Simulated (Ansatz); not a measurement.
**TaNiTe5: relaxation and properties**

The task, for TaNiTe5: relax cell and atoms and see whether it has a gap, which orbitals make up the states near it and how charge is shared.

Method: DFT PBEsol, scalar-relativistic, plane waves, PAW, in Ansatz 0.2.0.

### Step 1. The system as given

The structure is orthorhombic, space group Cmcm (No. 63). The conventional cell has a = 3.707 Å, b = 13.896 Å, c = 15.126 Å, α = 90.00°, β = 90.00°, γ = 90.00°. Around Ta (site symmetry m2m) lie 8 Te at 2.83 to 2.94 Å. Ni (site symmetry 2/m) has 6 Te at 2.57 to 2.58 Å in its first shell of neighbours. Te (site symmetry m) has 2 Ni at 2.58 Å and 1 Ta at 2.94 Å in its first shell of neighbours. Te (site symmetry m) is surrounded by 1 Ni at 2.57 Å and 2 Ta at 2.86 Å. Around Te (site symmetry m2m) lie 2 Ta at 2.83 Å.

As a file:

```
Ta Ni Te
1.0
     1.85372   -6.94798    0.00000
     1.85372    6.94798    0.00000
     0.00000    0.00000   15.12565
Ta Ni Te
2 2 10
Direct
  0.49111 0.50889 0.25000
  0.50889 0.49111 0.75000
  0.00000 0.00000 0.50000
  0.00000 0.00000 0.00000
  0.59998 0.40002 0.57471
  0.90218 0.09782 0.64447
  0.40002 0.59998 0.42529
  0.40002 0.59998 0.07471
  0.59998 0.40002 0.92529
  0.83688 0.16312 0.25000
  0.09782 0.90218 0.14447
  0.16312 0.83688 0.75000
  0.90218 0.09782 0.85553
  0.09782 0.90218 0.35553
```

The structure comes from the Materials Project (structure only).

(A quick probe on a coarse mesh, which set the mesh and smearing, is not shown.)

### Step 3. The relaxation

Contents of input.yaml:

```yaml
crystal:
  lattice:
    - [1.85372188, -6.94797837, 0.0]
    - [1.85372188, 6.94797837, 0.0]
    - [0.0, 0.0, 15.12565307]
  atoms:
    - { symbol: Ta, position: [0.49111417, 0.50888583, 0.25] }
    - { symbol: Ta, position: [0.50888583, 0.49111417, 0.75] }
    - { symbol: Ni, position: [0.0, 0.0, 0.5] }
    - { symbol: Ni, position: [0.0, 0.0, 0.0] }
    - { symbol: Te, position: [0.59998254, 0.40001746, 0.57470816] }
    - { symbol: Te, position: [0.90218156, 0.09781844, 0.6444669] }
    - { symbol: Te, position: [0.40001746, 0.59998254, 0.42529184] }
    - { symbol: Te, position: [0.40001746, 0.59998254, 0.07470816] }
    - { symbol: Te, position: [0.59998254, 0.40001746, 0.92529184] }
    - { symbol: Te, position: [0.83687634, 0.16312366, 0.25] }
    - { symbol: Te, position: [0.09781844, 0.90218156, 0.1444669] }
    - { symbol: Te, position: [0.16312366, 0.83687634, 0.75] }
    - { symbol: Te, position: [0.90218156, 0.09781844, 0.8555331] }
    - { symbol: Te, position: [0.09781844, 0.90218156, 0.3555331] }
basis:
  ecutwfc: 420
kpoints:
  mp_grid: { grid: [10, 10, 4] }
hamiltonian:
  xc: pbesol
scf:
  occupations: { method: gaussian, width: 0.1 }
output:
  forces: true
  stress: true
  eigenvalues: true
relax:
  adjacent_minimum: "off"
  f_tol: 0.005
  max_steps: 80
  cell: { stress_tol: 0.05 }
```

Command:

```console
$ ansatz run input.yaml --threads 8 --pin off --max-ram 22528MiB --backend cpu --events-out ev --progress --plain --runs-dir out
```

The session goes on with these runs: bands, states and charges.

What does the calculation give? Wanted: relaxed cell; volume; formation energy; gap; states at the Fermi level.

**Answer**, as computed:

```
                                                               quantity                                                                        value
                                            relaxed cell (conventional)  a = 3.648 Å, b = 13.111 Å, c = 15.099 Å, α = 90.00°, β = 90.00°, γ = 90.00°
                                                   space group (0.01 Å)                                                                Cmcm (No. 63)
                                                                 volume                                                                25.79 Å³/atom
formation energy (elements from runs with the same settings, not shown)                                                                -0.31 eV/atom
                                                                    gap                                                                 none (metal)
                                              states at the Fermi level                                                         3.92 per eV per cell
```

The cell shrank by 7.3 % in volume on relaxing. The shape changed too: the edges of the input's cell moved by -5.4, -5.4, -0.2 %. There is no gap at this level. Of the projected weight within 0.25 eV of the Fermi level, the largest part is Te 5p (67 %) and Ta 5d (15 %). Spin-orbit coupling is left out, which matters for the bands of Ta, Te. The final runs have no spin polarisation, so a magnetic state may lie lower.

The cell is layered and no dispersion term is used, so the spacing and stiffness across the layers are uncertain.
